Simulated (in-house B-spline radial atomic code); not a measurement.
# Hg⁶⁰⁺: excited configurations

How much energy does it take to promote electrons of Hg⁶⁰⁺ to other shells? Each configuration is solved by itself and compared with the reference.

The numbers are computed with in-house B-spline radial atomic code version 1 (Dirac-Hartree-Fock, average of configuration, Fermi nucleus, basis-set limit), except any that are marked as measured or tabulated.

## Step 1: The system

* element: mercury (Z = 80)
* charge: +60
* electrons: 20
* configuration: [Ar] 3d2
* Hamiltonian: Dirac-Coulomb
* nucleus: Fermi, rms radius 5.465 fm

Outer shells as boxes (Hund's rule):

[Ar] 3d2
```
[Ar] core
3d [↑ ][↑ ][  ][  ][  ]
```

The boxes draw the filling by Hund's rule, which heavy ions in jj coupling don't follow; these runs average over all states of the configuration.

The run's settings:

```ini
Z = 80
electrons = 20.0
configuration = [Ar] 3d2
hamiltonian = dirac
method = hf
spin_polarised = False
nucleus = fermi
rms_radius = 5.4648
mass_number = 202
atomic_mass = 201.970643604
speed_of_light = 137.035999084
```

This reference run was done before. Its total energy is -15925.753321 hartree, and its levels are (the highest eight at most):

```
orbital  occupation  energy (eV)  <r> (bohr)
  2s1/2           2     -19291.9     0.06867
  2p1/2           2     -18689.6     0.05650
  2p3/2           4     -16710.3     0.06491
  3s1/2           2     -7416.75      0.1703
  3p1/2           2     -7166.28      0.1602
  3p3/2           4     -6662.41      0.1733
  3d3/2         0.8     -6358.67      0.1485
  3d5/2         1.2     -6246.50      0.1525
```

## Step 2: Run with [Ne] 3s2 3p5 3d3

The run's settings:

```ini
Z = 80
electrons = 20.0
configuration = [Ne] 3s2 3p5 3d3
hamiltonian = dirac
method = hf
spin_polarised = False
nucleus = fermi
rms_radius = 5.4648
mass_number = 202
atomic_mass = 201.970643604
speed_of_light = 137.035999084
```

## Step 3: Configuration [Ar] 3d1 6d1

Settings: those of step 2 with these lines changed.

```diff
@@ -2,3 +2,3 @@
 electrons = 20.0
-configuration = [Ne] 3s2 3p5 3d3
+configuration = [Ar] 3d1 6d1
 hamiltonian = dirac
```

## Step 4: Configuration [Ar] 3d1 7p1

Settings: those of step 3 with these lines changed.

```diff
@@ -2,3 +2,3 @@
 electrons = 20.0
-configuration = [Ar] 3d1 6d1
+configuration = [Ar] 3d1 7p1
 hamiltonian = dirac
```

## Step 5: Run with [Ne] 3s2 3p5 3d2 6p1

Settings: those of step 4 with these lines changed.

```diff
@@ -2,3 +2,3 @@
 electrons = 20.0
-configuration = [Ar] 3d1 7p1
+configuration = [Ne] 3s2 3p5 3d2 6p1
 hamiltonian = dirac
```

## Step 6: Run with [Ar] 3d1 5p1

Settings: those of step 5 with these lines changed.

```diff
@@ -2,3 +2,3 @@
 electrons = 20.0
-configuration = [Ne] 3s2 3p5 3d2 6p1
+configuration = [Ar] 3d1 5p1
 hamiltonian = dirac
```

**Question.** How far above the reference does each configuration lie (order and size, in eV)?

The runs gave:

| net move | configuration | energy above the reference (eV) | with Breit, QED, recoil (eV) | largest <r> (bohr) |
| --- | --- | --- | --- | --- |
| 3p → 3d | [Ne] 3s2 3p5 3d3 | 553.38 | 547.43 | 0.173 |
| 3d → 5p | [Ar] 3d1 5p1 | 4035.72 | 4033.45 | 0.544 |
| 3d → 6d | [Ar] 3d1 6d1 | 4813.49 | 4809.83 | 0.795 |
| 3d → 7p | [Ar] 3d1 7p1 | 5174.86 | 5171.39 | 1.11 |
| 3p → 6p | [Ne] 3s2 3p5 3d2 6p1 | 5292.81 | 5283.59 | 0.804 |

Quantum defects of the promoted electron, δ = n − ζ/√(−2ε) with ζ = 61 and ε its orbital energy in hartree:

| promotion | δ |
| --- | --- |
| 3d → 5p | 0.260 |
| 3d → 6d | 0.193 |
| 3d → 7p | 0.260 |
| 3p → 6p | 0.259 |

What this shows: The lowest of them is 3p → 3d at 553.38 eV and the highest 3p → 6p at 5292.81 eV. Of those tabulated, the defect is largest for 5p (0.26) and least for 6d (0.19); at this charge much of the defect is relativistic. Two partly filled shells share a symmetry and can mix in the average, which may lower the energy, for: 3d → 6d; 3p → 6p. These are averages over configurations, without correlation, not spectroscopic levels.
